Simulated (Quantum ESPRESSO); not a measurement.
NiMoIrPdW:

```
Ni Mo Pd Ir W
1.0
     4.14670    0.00000    0.00000
    -2.07335    3.59115    0.00000
     0.00000    0.00000    5.41629
Ni Mo Pd Ir W
1 1 1 1 1
Direct
  0.00000 0.00000 0.02221
  0.66667 0.33333 0.45996
  0.33333 0.66667 0.74601
  0.33333 0.66667 0.25641
  0.66667 0.33333 0.99985
```

The cell was built by a generator and needn't be a form met in nature.

Base run:

- Program: Quantum ESPRESSO 7.5
- Functional: PBE
- Potentials or basis: SG15 PBE 1.2
- Cutoff: 1020 eV
- Density cutoff: 4082 eV
- k mesh: 7 × 7 × 5
- Occupations: fermi-dirac, width 0.05 eV
- Spin: collinear spin, ferromagnetic start
- Starting moments: [1.0, 1.0, 0.0, 0.6, 0.0] μB

Its results: band gap on the k mesh none (metal or under the smearing width); pressure 0.0 GPa; net moment 0.00 μB per cell; largest force 0.172 eV/Å.

Question: The run is repeated on the same cell with these changes: k mesh from 7 × 7 × 5 to 3 × 3 × 2. What comes out?

Answer: Band gap on the k mesh none (metal or under the smearing width); pressure 1.0 GPa; net moment 0.00 μB per cell; largest force 0.687 eV/Å.

Caveats: some runs use coarse meshes.

Not every run made on this cell is shown here.
